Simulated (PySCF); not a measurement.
# Pr(NH2)3: other functionals and bases at one geometry

Aim: see how levels, charges and forces of Pr(NH2)3 depend on the level of theory. It is a constructed species; whether it can be made isn't addressed.

The runs use PySCF 2.14.0; several levels, as the steps say, no spin–orbit coupling.

4 further runs of the same task are left out: 2 for a known fault of the program, 2 that didn't finish.

### Step 1. The starting structure

10 atoms, charge 0, spin multiplicity 1.

Bond lengths: Pr1–N2 2.280 Å, Pr1–N5 2.279 Å, Pr1–N8 2.280 Å, N2–H3 1.024 Å, N2–H4 1.024 Å, N5–H6 1.024 Å, N5–H7 1.024 Å, N8–H9 1.024 Å, N8–H10 1.024 Å. Angles: N2–Pr1–N5 118.4°, N2–Pr1–N8 118.7°, N5–Pr1–N8 119.2°, Pr1–N2–H3 127.2°, Pr1–N2–H4 127.8°, H3–N2–H4 104.9°, Pr1–N5–H6 128.8°, Pr1–N5–H7 126.1°, H6–N5–H7 105.0°, Pr1–N8–H9 127.1°, Pr1–N8–H10 127.8°, H9–N8–H10 104.9°.

Coordinates:

| atom | x (Å) | y (Å) | z (Å) |
| --- | --- | --- | --- |
| Pr1 | -0.0065 | 0.0286 | 0.2883 |
| N2 | 2.2574 | 0.0108 | 0.0185 |
| H3 | 2.8718 | -0.8084 | 0.0008 |
| H4 | 2.8713 | 0.8056 | -0.1815 |
| N5 | -1.1385 | 1.9547 | -0.1631 |
| H6 | -2.1467 | 2.0969 | -0.2681 |
| H7 | -0.7199 | 2.8682 | -0.3604 |
| N8 | -1.1287 | -1.9563 | 0.2562 |
| H9 | -0.7216 | -2.8957 | 0.2365 |
| H10 | -2.1387 | -2.1044 | 0.1729 |

Formal oxidation states: Pr +3. Each metal's 2 4f electrons lie in its core potential, so multiplicities, spins and levels count the valence alone. An earlier session relaxed this geometry at B3LYP, Pr lcecp-1-SVP with ECP48, N def2-SVP, H def2-SVP (singlet, point group Cs).

At B3LYP on the finer grid: E = -200.712554 Eh, HOMO -5.61 eV, LUMO -1.39 eV, Mulliken charge on Pr1 +0.90 e, largest force component 0.018 eV/Å. 

Levels to run: BP86; TPSS; r2SCAN; BLYP; B3LYP, TZVP. Hardware: 2 threads of Intel Xeon at 2.80GHz (Skylake/Cascade Lake), shared host.

### Step 2. BP86

Contents of run.py (the lines that set the calculation):

```python
mol = gto.M(atom='''
Pr    -0.00646     0.02865     0.28827
N      2.25740     0.01076     0.01851
H      2.87180    -0.80841     0.00082
H      2.87132     0.80565    -0.18151
N     -1.13846     1.95470    -0.16310
H     -2.14675     2.09688    -0.26812
H     -0.71987     2.86816    -0.36044
N     -1.12870    -1.95631     0.25616
H     -0.72156    -2.89572     0.23650
H     -2.13871    -2.10435     0.17292''',
    basis={'Pr': 'lcecp-1-SVP', 'N': 'def2-SVP', 'H': 'def2-SVP'},
    ecp={'Pr': 'lcecp-1-SVP'},
    charge=0, spin=0)
mf = dft.RKS(mol, xc='B88,P86')
mf.grids.atom_grid = (75, 302)  # f atoms: unpruned, at least (60, 302)
mf = mf.density_fit()  # fitting sets: Pr AutoAux, N def2-universal-JKFIT, H def2-universal-JKFIT
mf.conv_tol = 1e-08; mf.max_cycle = 55
mf.kernel(dm0)  # dm0: the density of the relaxed state
```

The run is started by

```console
$ OMP_NUM_THREADS=2 python run.py
```

Output:

```text
init E= -200.766134503585
  HOMO = -0.166533378303886  LUMO = -0.0681163017745945  gap/eV = 2.67807
cycle= 1 E= -200.764430016807  delta_E= 0.0017  |g|= 0.11  |ddm|= 0.228
  HOMO = -0.185030276380025  LUMO = -0.0567111982291095  gap/eV = 3.49174
cycle= 2 E= -200.747620180427  delta_E= 0.0168  |g|= 0.277  |ddm|= 0.374
  HOMO = -0.169552645291488  LUMO = -0.0611216002883559  gap/eV = 2.95056
cycle= 3 E= -200.767974381687  delta_E= -0.0204  |g|= 0.0156  |ddm|= 0.242
  HOMO = -0.170557323771291  LUMO = -0.0631457669596251  gap/eV = 2.92282
cycle= 4 E= -200.768078492259  delta_E= -0.000104  |g|= 0.00174  |ddm|= 0.0307
  HOMO = -0.170417829595578  LUMO = -0.0631352747148988  gap/eV = 2.91931
cycle= 5 E= -200.76807924912  delta_E= -7.57e-07  |g|= 0.000273  |ddm|= 0.00198
  HOMO = -0.170415201277679  LUMO = -0.0631225445531882  gap/eV = 2.91958
cycle= 6 E= -200.768079301132  delta_E= -5.2e-08  |g|= 0.00022  |ddm|= 0.000439
  HOMO = -0.170416802208584  LUMO = -0.0631223854495708  gap/eV = 2.91963
cycle= 7 E= -200.768079271936  delta_E= 2.92e-08  |g|= 5e-05  |ddm|= 0.000199
  HOMO = -0.17041956090024  LUMO = -0.0631230675759831  gap/eV = 2.91969
cycle= 8 E= -200.768079272604  delta_E= -6.68e-10  |g|= 1.12e-05  |ddm|= 4.57e-05
  HOMO = -0.170421839664952  LUMO = -0.0631227631631219  gap/eV = 2.91976
Extra cycle  E= -200.768079272474  delta_E= 1.29e-10  |g|= 2.48e-05  |ddm|= 3.49e-05
converged SCF energy = -200.768079272474
```

It took 12 s on 2 threads of Intel Xeon at 2.80GHz (Skylake/Cascade Lake), shared host.

It gives: E = -200.768079 Eh, HOMO -4.64 eV, LUMO -1.72 eV, Mulliken charge on Pr1 +0.77 e, largest force component 0.450 eV/Å. 

### Step 3. TPSS

run.py (the lines that set the calculation), as its differences from that of step 2:

```diff
@@ -14,3 +14,3 @@
     charge=0, spin=0)
-mf = dft.RKS(mol, xc='B88,P86')
+mf = dft.RKS(mol, xc='TPSS')
 mf.grids.atom_grid = (75, 302)  # f atoms: unpruned, at least (60, 302)
```

The run is started by

```console
$ OMP_NUM_THREADS=2 python run.py
```

Output:

```text
init E= -200.726513650399
  HOMO = -0.165783259537175  LUMO = -0.0578103616600885  gap/eV = 2.93809
cycle= 1 E= -200.726440787364  delta_E= 7.29e-05  |g|= 0.0648  |ddm|= 0.124
  HOMO = -0.176723744975105  LUMO = -0.0523369363252932  gap/eV = 3.38474
cycle= 2 E= -200.721416138338  delta_E= 0.00502  |g|= 0.154  |ddm|=  0.2
  HOMO = -0.167396417794854  LUMO = -0.0546017460796371  gap/eV = 3.06930
cycle= 3 E= -200.727576448315  delta_E= -0.00616  |g|= 0.00403  |ddm|= 0.135
  HOMO = -0.167762605944259  LUMO = -0.0551580935014755  gap/eV = 3.06412
cycle= 4 E= -200.727583106152  delta_E= -6.66e-06  |g|= 0.000557  |ddm|= 0.00891
  HOMO = -0.167760494370505  LUMO = -0.0551303562747805  gap/eV = 3.06482
cycle= 5 E= -200.727583196685  delta_E= -9.05e-08  |g|= 9.89e-05  |ddm|= 0.000644
  HOMO = -0.167758951329052  LUMO = -0.0551255546858336  gap/eV = 3.06491
cycle= 6 E= -200.727583196441  delta_E= 2.44e-10  |g|= 0.000103  |ddm|= 0.000176
  HOMO = -0.16775877871054  LUMO = -0.0551252638511563  gap/eV = 3.06491
cycle= 7 E= -200.727583199125  delta_E= -2.68e-09  |g|= 5.53e-06  |ddm|= 9.3e-05
  HOMO = -0.167758500451353  LUMO = -0.0551247515468276  gap/eV = 3.06492
Extra cycle  E= -200.727583199096  delta_E= 2.92e-11  |g|= 1.21e-05  |ddm|= 1.64e-05
converged SCF energy = -200.727583199096
```

Wall time 15 s (2 threads of Intel Xeon at 2.80GHz (Skylake/Cascade Lake), shared host).

Read off: E = -200.727583 Eh, HOMO -4.56 eV, LUMO -1.50 eV, Mulliken charge on Pr1 +0.88 e, largest force component 0.271 eV/Å. 

### Step 4. r2SCAN

run.py (the lines that set the calculation), as its differences from that of step 3:

```diff
@@ -14,3 +14,3 @@
     charge=0, spin=0)
-mf = dft.RKS(mol, xc='TPSS')
+mf = dft.RKS(mol, xc='R2SCAN')
 mf.grids.atom_grid = (75, 302)  # f atoms: unpruned, at least (60, 302)
```

The run is started by

```console
$ OMP_NUM_THREADS=2 python run.py
```

Output:

```text
init E= -200.61149655007
  HOMO = -0.176081084079819  LUMO = -0.053070265664708  gap/eV = 3.34729
cycle= 1 E= -200.612713865658  delta_E= -0.00122  |g|= 0.0433  |ddm|= 0.162
  HOMO = -0.181530574350358  LUMO = -0.0476992358604491  gap/eV = 3.64174
cycle= 2 E= -200.610888557416  delta_E= 0.00183  |g|= 0.0945  |ddm|= 0.127
  HOMO = -0.175506495640503  LUMO = -0.0492104267773108  gap/eV = 3.43669
cycle= 3 E= -200.613222606469  delta_E= -0.00233  |g|= 0.00266  |ddm|= 0.0825
  HOMO = -0.175758563159633  LUMO = -0.0496145512395181  gap/eV = 3.43255
cycle= 4 E= -200.613225190869  delta_E= -2.58e-06  |g|= 0.000715  |ddm|= 0.00611
  HOMO = -0.175709296581517  LUMO = -0.0495270584971799  gap/eV = 3.43359
cycle= 5 E= -200.613225361118  delta_E= -1.7e-07  |g|= 7.11e-05  |ddm|= 0.00102
  HOMO = -0.175702070106594  LUMO = -0.0495186599613184  gap/eV = 3.43363
cycle= 6 E= -200.613225361455  delta_E= -3.37e-10  |g|= 6.48e-05  |ddm|= 0.00013
  HOMO = -0.175700816134584  LUMO = -0.0495184172971221  gap/eV = 3.43360
Extra cycle  E= -200.613225356918  delta_E= 4.54e-09  |g|= 0.000149  |ddm|= 0.000181
converged SCF energy = -200.613225356918
```

Run time: 14 s. Hardware: 2 threads of Intel Xeon at 2.80GHz (Skylake/Cascade Lake), shared host.

Result: E = -200.613225 Eh, HOMO -4.78 eV, LUMO -1.35 eV, Mulliken charge on Pr1 +0.93 e, largest force component 0.098 eV/Å. 

### Step 5. BLYP

run.py (the lines that set the calculation), as its differences from that of step 4:

```diff
@@ -14,3 +14,3 @@
     charge=0, spin=0)
-mf = dft.RKS(mol, xc='R2SCAN')
+mf = dft.RKS(mol, xc='BLYP')
 mf.grids.atom_grid = (75, 302)  # f atoms: unpruned, at least (60, 302)
```

The run is started by

```console
$ OMP_NUM_THREADS=2 python run.py
```

Output:

```text
init E= -200.60234838947
  HOMO = -0.15756049752665  LUMO = -0.0662894280241773  gap/eV = 2.48361
cycle= 1 E= -200.603124698923  delta_E= -0.000776  |g|= 0.0679  |ddm|= 0.251
  HOMO = -0.170632396525922  LUMO = -0.0588876122447246  gap/eV = 3.04073
cycle= 2 E= -200.595838003184  delta_E= 0.00729  |g|= 0.18  |ddm|= 0.259
  HOMO = -0.161358809036404  LUMO = -0.0622464941634817  gap/eV = 2.69698
cycle= 3 E= -200.604608020679  delta_E= -0.00877  |g|= 0.0139  |ddm|= 0.159
  HOMO = -0.162236832296208  LUMO = -0.0639170735046051  gap/eV = 2.67542
cycle= 4 E= -200.604687970038  delta_E= -7.99e-05  |g|= 0.00251  |ddm|= 0.028
  HOMO = -0.161968908203362  LUMO = -0.0638476210343626  gap/eV = 2.67002
cycle= 5 E= -200.604689527579  delta_E= -1.56e-06  |g|= 0.000181  |ddm|= 0.00267
  HOMO = -0.161952338533919  LUMO = -0.0638316342113932  gap/eV = 2.67000
cycle= 6 E= -200.60468952998  delta_E= -2.4e-09  |g|= 0.000164  |ddm|= 0.000327
  HOMO = -0.161951482491508  LUMO = -0.063830663096887  gap/eV = 2.67000
cycle= 7 E= -200.604689536511  delta_E= -6.53e-09  |g|= 3.22e-05  |ddm|= 0.00016
  HOMO = -0.161953922719502  LUMO = -0.0638306519143264  gap/eV = 2.67007
Extra cycle  E= -200.604689535277  delta_E= 1.23e-09  |g|= 7.75e-05  |ddm|= 9.93e-05
converged SCF energy = -200.604689535277
```

Run time: 10 s. Hardware: 2 threads of Intel Xeon at 2.80GHz (Skylake/Cascade Lake), shared host.

It gives: E = -200.604690 Eh, HOMO -4.41 eV, LUMO -1.74 eV, Mulliken charge on Pr1 +0.73 e, largest force component 0.349 eV/Å. 

### Step 6. B3LYP, TZVP

Basis: Pr lcecp-1-TZVP with ECP48, N def2-TZVP, H def2-TZVP. 

run.py (the lines that set the calculation), as its differences from that of step 5:

```diff
@@ -11,6 +11,6 @@
 H     -2.13871    -2.10435     0.17292''',
-    basis={'Pr': 'lcecp-1-SVP', 'N': 'def2-SVP', 'H': 'def2-SVP'},
-    ecp={'Pr': 'lcecp-1-SVP'},
+    basis={'Pr': 'lcecp-1-TZVP', 'N': 'def2-TZVP', 'H': 'def2-TZVP'},
+    ecp={'Pr': 'lcecp-1-TZVP'},
     charge=0, spin=0)
-mf = dft.RKS(mol, xc='BLYP')
+mf = dft.RKS(mol, xc='B3LYP')
 mf.grids.atom_grid = (75, 302)  # f atoms: unpruned, at least (60, 302)
@@ -18,2 +18,2 @@
 mf.conv_tol = 1e-08; mf.max_cycle = 55
-mf.kernel(dm0)  # dm0: the density of the relaxed state
+mf.kernel(dm0)  # dm0: free metal ions and neutral atoms
```

The run is started by

```console
$ OMP_NUM_THREADS=2 python run.py
```

Output:

```text
init E= -203.779882883479
  HOMO = -0.223699916342601  LUMO = -0.104832160312313  gap/eV = 3.23456
cycle= 1 E= -200.878675929045  delta_E=  2.9  |g|= 0.543  |ddm|= 2.34
  HOMO = -0.209053234139107  LUMO = -0.0290782935460712  gap/eV = 4.89737
cycle= 2 E= -200.88918942549  delta_E= -0.0105  |g|= 0.337  |ddm|= 0.701
  HOMO = -0.203085296891278  LUMO = -0.0604490271226084  gap/eV = 3.88133
cycle= 3 E= -200.912299671416  delta_E= -0.0231  |g|= 0.191  |ddm|= 0.456
  HOMO = -0.218689976960054  LUMO = -0.0568474362378879  gap/eV = 4.40396
cycle= 4 E= -200.920805937714  delta_E= -0.00851  |g|= 0.0563  |ddm|= 0.15
  HOMO = -0.213450259666126  LUMO = -0.0531699030395245  gap/eV = 4.36145
cycle= 5 E= -200.921496255727  delta_E= -0.00069  |g|= 0.0042  |ddm|= 0.053
  HOMO = -0.213895423594024  LUMO = -0.0537524755183583  gap/eV = 4.35771
cycle= 6 E= -200.921502214231  delta_E= -5.96e-06  |g|= 0.000652  |ddm|= 0.00885
  HOMO = -0.213849880020572  LUMO = -0.0537404839346038  gap/eV = 4.35680
cycle= 7 E= -200.921502293095  delta_E= -7.89e-08  |g|= 0.000355  |ddm|= 0.000872
  HOMO = -0.213846477112987  LUMO = -0.053731158006407  gap/eV = 4.35696
cycle= 8 E= -200.921502319433  delta_E= -2.63e-08  |g|= 0.000123  |ddm|= 0.000304
  HOMO = -0.213846709464385  LUMO = -0.0537296941463197  gap/eV = 4.35701
cycle= 9 E= -200.921502322669  delta_E= -3.24e-09  |g|= 2.67e-05  |ddm|= 9.44e-05
  HOMO = -0.213846318948093  LUMO = -0.0537329309203827  gap/eV = 4.35691
Extra cycle  E= -200.921502322462  delta_E= 2.07e-10  |g|= 4.17e-05  |ddm|= 5.91e-05
converged SCF energy = -200.921502322462
```

Wall time 20 s (2 threads of Intel Xeon at 2.80GHz (Skylake/Cascade Lake), shared host).

Read off: E = -200.921502 Eh, HOMO -5.82 eV, LUMO -1.46 eV, Mulliken charge on Pr1 +1.55 e, largest force component 0.537 eV/Å. 

### Step 7. Results

| level | state | HOMO (eV) | gap (eV) | charge on Pr1 (e) | dipole (D) | largest force (eV/Å) | basis functions | time |
| --- | --- | --- | --- | --- | --- | --- | --- | --- |
| B3LYP (relaxed here) | singlet | -5.61 | 4.22 | 0.90 | 0.93 | 0.02 | 105 | 24 s |
| BP86 | singlet | -4.64 | 2.92 | 0.77 | 0.87 | 0.45 | 105 | 12 s |
| TPSS | singlet | -4.56 | 3.06 | 0.88 | 0.88 | 0.27 | 105 | 15 s |
| r2SCAN | singlet | -4.78 | 3.43 | 0.93 | 0.93 | 0.10 | 105 | 14 s |
| BLYP | singlet | -4.41 | 2.67 | 0.73 | 0.86 | 0.35 | 105 | 10 s |
| B3LYP, TZVP | singlet | -5.82 | 4.36 | 1.55 | 1.02 | 0.54 | 176 | 20 s |

Times are on 2 threads of Intel Xeon at 2.80GHz (Skylake/Cascade Lake), shared host; the first row also made further properties.

In one basis the HOMO–LUMO gap runs from 2.67 eV (BLYP) to 4.22 eV (B3LYP). The largest leftover force, 0.54 eV/Å with B3LYP, TZVP, stands at a geometry relaxed at another level. The Mulliken charge on Pr spans +0.73 to +1.55 e over the levels. With 4f in the core, its levels are missing from HOMO and gap. Total energies of different levels can't be compared. Spin–orbit coupling is left out throughout.
